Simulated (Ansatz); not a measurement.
# GaNH₃ radical: how energies converge with the basis set

Aim: see how fast density functionals converge with the basis set for GaNH₃ radical.

The runs use Ansatz 0.2.0, Gaussian basis; one geometry, several basis sets.

Plan: PBE0-D4/def2-SVP; ωB97M-V/def2-SVP; PBE0-D4/def2-QZVPP; ωB97M-V/def2-QZVPP; the functionals' def2-TZVPP values are taken from earlier runs.

## 1. Structure used throughout

All runs share one geometry, relaxed beforehand with PBE0-D4/def2-TZVP.

SMILES `[NH2][GaH]`, 5 atoms, charge 0, spin multiplicity 2.

Atoms are counted from 1 here; the program's logs count them from 0.

Bond lengths: N1–Ga2 1.825 Å, N1–H3 1.008 Å, N1–H4 1.006 Å, Ga2–H5 1.594 Å. Angles: Ga2–N1–H3 123.8°, Ga2–N1–H4 124.3°, H3–N1–H4 111.9°, N1–Ga2–H5 116.9°.

Geometry (Å):

```
N    -0.21186   -0.68396    0.06470
Ga    0.81548    0.78295    0.41698
H    -0.94685   -0.70125   -0.62506
H    -0.11522   -1.56931    0.53204
H     0.50824    2.09788   -0.43007
```

## 2. PBE0-D4 in def2-SVP

The input, in.yaml:

```yaml
crystal:
  periodic: [false, false, false]
  atoms:
    - {symbol: N, position_ang: [-0.211858, -0.683960, 0.064703]}
    - {symbol: Ga, position_ang: [0.815481, 0.782947, 0.416979]}
    - {symbol: H, position_ang: [-0.946846, -0.701255, -0.625057]}
    - {symbol: H, position_ang: [-0.115221, -1.569311, 0.532044]}
    - {symbol: H, position_ang: [0.508244, 2.097879, -0.430069]}
basis:
  gaussian: {orbitals: def2-SVP}
magnetization: {spin_polarized: true, initial_magnetization: 1}
hamiltonian: {xc: pbe0, dispersion: d4}
output: {orbitals: {seedname: orbitals}}
```

Command:

```sh
> ansatz run in.yaml --threads 2 --pin off --events-out ev --progress --plain --max-ram 22528MiB --backend cpu
```

The runs that follow: ωB97M-V in def2-SVP; PBE0-D4 in def2-QZVPP; ωB97M-V in def2-QZVPP.

**Question.** What will the summary of the whole plan be? Wanted: PBE0-D4: double and triple zeta above quadruple; ωB97M-V: double and triple zeta above quadruple.

**Answer**, as computed:

```
                                       quantity          value
PBE0-D4: double and triple zeta above quadruple  9.92, 1.30 eV
ωB97M-V: double and triple zeta above quadruple  9.92, 1.26 eV
```

What this shows: For PBE0-D4 the step from double to triple zeta gains 8.62 eV and the next only 1.30 eV. These are total energies; as a rule much of such shifts cancels in differences, which this series doesn't test.
